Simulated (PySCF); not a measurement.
Write a Python script for PySCF 2.14.0 that does the following.

| Quantity | Value |
| --- | --- |
| Task | CCSD(T) correlation energy |
| Functional | HF |
| Potentials or basis | 6-31g* (all-electron) |
| k mesh | 1 × 1 × 1 |
| Occupations | fixed |
| Spin | no spin polarisation |
| Exponents discarded below (exp_to_discard) | 0 1/bohr^2 |
| Frozen core bands | 10 |
| conv_tol | 1e-08 Ha |
| max_cycle | 60 |
| exxdiv | ewald |
| Relativity | none |
| Coulomb method | Gaussian density fitting (GDF) |
| Three-centre integrals | read from an earlier run's file |

The structure of AlCl (aluminium monochloride) lies in POSCAR:

```
AlCl
1.0
    9.0000000000      0.0000000000      0.0000000000
    0.0000000000      9.0000000000      0.0000000000
    0.0000000000      0.0000000000     12.0000000000
Al Cl
1 1
Direct
    0.5046950000      0.5059820000      0.4198090000
    0.5041120000      0.4983400000      0.5941000000
```

The cell isn't the ideal one: atoms moved at random, drawn with an rms of 0.05 Å.

One way to write it, as run:

run.py

```python
import json
import numpy as np
from pyscf.pbc import gto, scf, dft, df

cell = gto.Cell()
cell.basis = '6-31g*'
cell.fromfile('POSCAR', format='poscar')
cell.exp_to_discard = 0
cell.precision = 1e-08
cell.max_memory = 2520  # MB
cell.verbose = 4
cell.build()

res = {}
kpts = cell.make_kpts([1, 1, 1])
mf = scf.KRHF(cell, kpts, exxdiv='ewald')
mf = mf.density_fit()
mf.with_df._cderi = 'cderi.h5'  # three-centre integrals saved by an earlier run on this cell, basis and mesh
mf.conv_tol = 1e-08
mf.max_cycle = 60

mf.kernel()
res.update(converged=bool(mf.converged), e_tot=mf.e_tot, nelec=cell.nelectron, nao=cell.nao, mesh=list(map(int, cell.mesh)), a=cell.lattice_vectors().tolist(), coords=cell.atom_coords().tolist(),
           mo_energy=[np.real(x).tolist() for x in mf.mo_energy], mo_occ=[np.real(x).tolist() for x in mf.mo_occ])
import h5py
print('fit functions by k pair:', sorted({v['0'].shape[0] for v in h5py.File(mf.with_df._cderi)['j3c'].values()}))
res.update(kpts=cell.get_scaled_kpts(kpts).tolist())
res['parts'] = {k: float(np.real(v)) for k, v in mf.scf_summary.items() if np.isscalar(v)}
json.dump(res, open('results.json', 'w'))
if not mf.converged:
    raise SystemExit('SCF not converged')

print('levels (eV)')
for i, kp in enumerate(res['kpts'][:40]):
    print('k %7.4f %7.4f %7.4f  ' % tuple(kp), ' '.join('%.3f' % (x * 27.211386) for x in res['mo_energy'][i][:20]))

# Mulliken populations
dm, s = np.asarray(mf.make_rdm1()), np.asarray(mf.get_ovlp())
sites = cell.aoslice_by_atom()[:, 2:]
tot = np.einsum('kij,kji->i', dm, s).real / len(kpts)
res['mulliken'] = [cell.atom_charge(i) - tot[a0:a1].sum() for i, (a0, a1) in enumerate(sites)]
print('Mulliken charges', np.round(res['mulliken'], 5))

from pyscf.pbc import cc
mycc = cc.KRCCSD(mf, frozen=10)
mycc.max_cycle = 50
mycc.conv_tol = 1e-6
mycc.keep_exxdiv = False
eris = mycc.ao2mo()
mycc.kernel(eris=eris)
res.update(e_corr=mycc.e_corr, e_mp2=float(np.real(mycc.emp2)), post_converged=bool(mycc.converged))
json.dump(res, open('results.json', 'w'))
res['e_t'] = float(np.real(mycc.ccsd_t(eris=eris)))
res['done'] = True
json.dump(res, open('results.json', 'w'))
```

Potentials or basis: 6-31g* (all-electron).

The run is started by

```sh
$ OMP_NUM_THREADS=2 python -u run.py > log
```

Results of the run:

```json
{
  "Gap between the frontier levels": "10.18 eV",
  "Mulliken charges": "Al +0.36; Cl -0.36 e",
  "Triples correction": "-0.129 eV",
  "MP2 correlation energy per cell": "-4.537 eV",
  "CCSD correlation energy per cell": "-5.224 eV"
}
```

Caveat: the basis is small and the box finite, so much correlation energy is missing and levels can be off by tenths of an eV; Mulliken charges move with the basis; this is a molecule in a periodic box at the Γ point, so its band gap is the HOMO-LUMO gap; total energy, band gap and charges are those of the mean-field reference; the basis of atomic orbitals isn't converged, which shifts pressures, moduli and gaps.

Run time: 7.6 s on 2 threads of Intel(R) Xeon(R) Processor @ 2.70GHz, on a shared host, peak memory 0.6 GiB.
